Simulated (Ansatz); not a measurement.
Write a Python script for the Python package of Ansatz (0.2.0) that makes a geometry optimisation of C2H3ISi, SMILES IC1=C[SiH2]1. Use: PBE0, def2-SVP basis, multiplicity 1.

```xyz
7

I    -1.6737   -2.2128    0.3179
C    -0.4857   -0.7551    0.1369
C     0.7197   -0.4034    0.3544
Si   -0.1354    0.8949   -0.3999
H     1.6703   -0.7781    0.7555
H    -0.3681    2.0333    0.5475
H     0.3342    1.1532   -1.7579
```

Script `opt.py`:
```python
"""Minimum-energy structure of C2H3ISi."""

import itertools

import ansatz
from ase.data import atomic_numbers, covalent_radii
import numpy as np

c2h3isi = (
    ansatz.Crystal.molecule()
    .atom("I", (-1.6737, -2.2128, 0.3179))
    .atom("C", (-0.4857, -0.7551, 0.1369))
    .atom("C", (0.7197, -0.4034, 0.3544))
    .atom("Si", (-0.1354, 0.8949, -0.3999))
    .atom("H", (1.6703, -0.7781, 0.7555))
    .atom("H", (-0.3681, 2.0333, 0.5475))
    .atom("H", (0.3342, 1.1532, -1.7579))
)

calculation = (
    c2h3isi.calculation()
    .basis(gaussian="def2-SVP")
    .functional("PBE0")
)
symbols = [site.symbol for site in c2h3isi.cartesian_sites]
start = np.array([site.position_ang for site in c2h3isi.cartesian_sites], dtype=float)
def progress(event):
    if event["event"] == "relax_step":
        row = event["data"]
        print(f"step {row['step']:3d}  E = {row['lagrangian_ev']:.6f} eV  largest force component {row['allowed_force_max_ev_ang']:.4f} eV/A")


report = calculation.relax(force_tolerance=0.005, max_steps=100).session().plan().execute(on_event=progress).report
end = np.array(report["positions_ang"])

print(f"E = {report['free_energy_ev']:.6f} eV = {report['free_energy_ev'] / 27.211386246:.7f} Ha")
print("converged:", report["converged"], " doubts:", report["published_state_doubts"] or "none")

# pairs closer than 1.2 times the sum of covalent radii, before or after
radius = [covalent_radii[atomic_numbers[s]] for s in symbols]
span = lambda where, i, j: np.linalg.norm(where[i] - where[j])
bonded = [(i, j) for i, j in itertools.combinations(range(len(symbols)), 2) if min(span(start, i, j), span(end, i, j)) < 1.2 * (radius[i] + radius[j])]
print("pair        before    after (A)")
for i, j in bonded:
    print(f"{symbols[i]}{i}-{symbols[j]}{j}".ljust(10), f"{span(start, i, j):8.4f} {span(end, i, j):8.4f}")
```

`python opt.py` gives:
```text
step   1  E = -18088.651424 eV  largest force component 5.3272 eV/A
step   2  E = -18089.429703 eV  largest force component 1.5776 eV/A
step   3  E = -18089.412635 eV  largest force component 1.3280 eV/A
step   4  E = -18089.503168 eV  largest force component 0.2309 eV/A
step   5  E = -18089.514059 eV  largest force component 0.0778 eV/A
step   6  E = -18089.515170 eV  largest force component 0.0452 eV/A
step   7  E = -18089.515352 eV  largest force component 0.0044 eV/A
E = -18089.515377 eV = -664.7774286 Ha
converged: True  doubts: none
pair        before    after (A)
I0-C1        1.8892   2.0775
C1-C2        1.2744   1.3316
C1-Si3       1.7701   1.8212
C2-Si3       1.7279   1.8362
C2-H4        1.0977   1.0925
Si3-H5       1.4992   1.4884
Si3-H6       1.4599   1.4884
```

Reading the output:
- Total energies depend on the basis set; only differences at equal settings carry meaning.
- The end point is the stationary point reached from this start; no frequency run checks that it is a minimum, and the basis set is modest.
- def2 sets replace the cores of elements past krypton by effective core potentials.
- Run time: 28 s on 1 thread of Arm Neoverse V2, with other jobs on the host, peak memory 0.26 GiB.
